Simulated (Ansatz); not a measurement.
**AlCu (Pm-3m): displacement scan with seeded SCF runs in Python**

Wanted for AlCu (Pm-3m): a displacement scan with seeded SCF runs.

Computed with the Python package of Ansatz 0.2.0. Level of theory: DFT LDA, plane waves, PAW.

### Step 1. The system

Symmetry: Pm-3m, No. 221, cubic system. The conventional cell has a = 2.998 Å, b = 2.998 Å, c = 2.998 Å, α = 90.00°, β = 90.00°, γ = 90.00°. Al (site symmetry m-3m) is surrounded by 8 Cu at 2.60 Å. Cu (site symmetry m-3m) has 8 Al at 2.60 Å as nearest neighbours.

The script holds or builds the structure itself.

### Step 2. The code

Contents of walk_alcu.py:

```python
"""A displacement scan in AlCu with warm starts."""

import ansatz as az
import numpy as np

crystal = (
    az.Lattice.of((2.997509, 0.0, 0.0), (0.0, 2.997509, 0.0), (0.0, 0.0, 2.997509))
    .atom("Al", (0.0, 0.0, 0.0))
    .atom("Cu", (0.5, 0.5, 0.5))
)

start = np.array(crystal.resolved().sites[1].position)
previous, rows = None, []
for step in range(5):
    target = start + step * 0.01 * np.eye(3)[0]
    model = (
        crystal.move(1, to=target).calculation()
        .functional("lda")
        .basis(260, xc_grid=1)  # plane waves up to this kinetic energy
        .accuracy("medium")  # preset for grids and thresholds
        .kpoints(6, 6, 6)  # sampling of the Brillouin zone
        .occupations(az.OccupationsMethod.FERMI_DIRAC, width=50 * az.meV)  # smearing steadies the SCF of a metal
        .eigensolver("davidson", full_accuracy=True)
        .scf(tolerance=1e-05)
        .forces()
    )
    session = model.session()
    if previous is not None:
        session.seed_next_step(previous)
    previous = session.plan(retain="wavefunctions").execute()
    rep = previous.report
    shift = float(np.linalg.norm((target - start) @ np.array(rep["lattice"]["cell_ang"])))
    rows.append((step, shift, rep["lagrangian_ev"], float(np.linalg.norm(rep["forces_ev_ang"][1])), rep["n_iterations"], rep["n_symmetry_ops"]))
rows = [(row[0], row[1], 1000 * (row[2] - rows[0][2]), *row[3:]) for row in rows]
lines = [",".join(["step", "moved A", "dE meV", "force on it eV/A", "iterations", "symmetry operations"])] + [",".join(f"{v:.4f}" if isinstance(v, float) else str(v) for v in row) for row in rows]
print("\n".join(lines))
with open("walk.csv", "w") as handle:
    handle.write("\n".join(lines) + "\n")
```

### Step 3. The run

Run with:

```sh
> python walk_alcu.py
```

**Question.** What results will this script give? Wanted: range of energy; lowest point, shift of atom 2 from run 1.

**Answer**, as computed:

| quantity | value |
| --- | --- |
| runs compared | 5 |
| range of energy | 9.92 meV/atom |
| lowest point, shift of atom 2 from run 1 (Å) | 0.000 |

**Reading.** Runs 1, 2, 3, 4, 5: each has a cutoff under the recommended one, so what rests on them isn't a property of the system. The lowest point is at the first value of the scan; the highest lies 9.9 meV/atom above it. Reading the output:
- The cutoff lies under the one recommended for these potentials.
- The mesh is modest for a metal, so energies can be off by several to tens of meV an atom and pressures by half a GPa or more; differences at equal mesh fare better.
- The structure comes from a database of computed cells and needn't be a stable or known phase.
- The first step keeps the crystal's symmetry; the moved atom lowers it.
